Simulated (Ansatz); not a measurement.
# RuBrF: the cost of one run

Program: Ansatz 0.2.0. PAW datasets, plane waves, zero pressure. Note: simulated data, non-magnetic, for a generated structure that need not be the stable one.

## 1. The cell

The sheet's in-plane cell has a = 3.389 Å, b = 3.389 Å (γ = 120.0°), and its outermost atoms lie 2.75 Å apart along the normal. Ru has 3 Br at 2.39 Å and 3 F at 2.39 Å; F has 3 Ru at 2.39 Å; Br has 3 Ru at 2.39 Å.

The structure in full:

```
CELL_PARAMETERS angstrom
3.38933 0.00000 0.00000
-1.69466 2.93524 0.00000
0.00000 0.00000 18.00000
ATOMIC_POSITIONS crystal
Ru 0.00000 0.00000 0.50000
F 0.33333 0.66667 0.57651
Br 0.66667 0.33333 0.42349
```
Two periodic directions, a and b.

## 2. PBE: cell and atoms

input.yaml reads:

```yaml
crystal:
  lattice:
    - [3.38932558, 0.0, 0.0]
    - [-1.69466279, 2.935242054, 0.0]
    - [0.0, 0.0, 18.0]
  atoms:
    - { symbol: Ru, position: [0.0, 0.0, 0.5] }
    - { symbol: F, position: [0.3333333333, 0.6666666667, 0.5765117707] }
    - { symbol: Br, position: [0.6666666667, 0.3333333333, 0.4234882293] }
  periodic: [true, true, false]
kpoints:
  mp_grid: { grid: [12, 12, 1] }
hamiltonian:
  xc: pbe
scf:
  occupations: { method: fermi_dirac, width: 0.02 }
relax:
  f_tol: 0.005
  cell: {}
output:
  write_density: true
  write_potential: true
  elf: true
  volumetric_format: npy
```

Run with:

```
> ansatz run input.yaml --threads 4 --pin off --max-ram 5529MiB --backend cpu --events-out ev --progress --plain --runs-dir out
```

**Question.** How long does this run take on 4 threads of Intel Xeon 6975P-C (Granite Rapids), shared host, and how much memory does it need?

About 17 s, with a peak of 0.66 GiB.
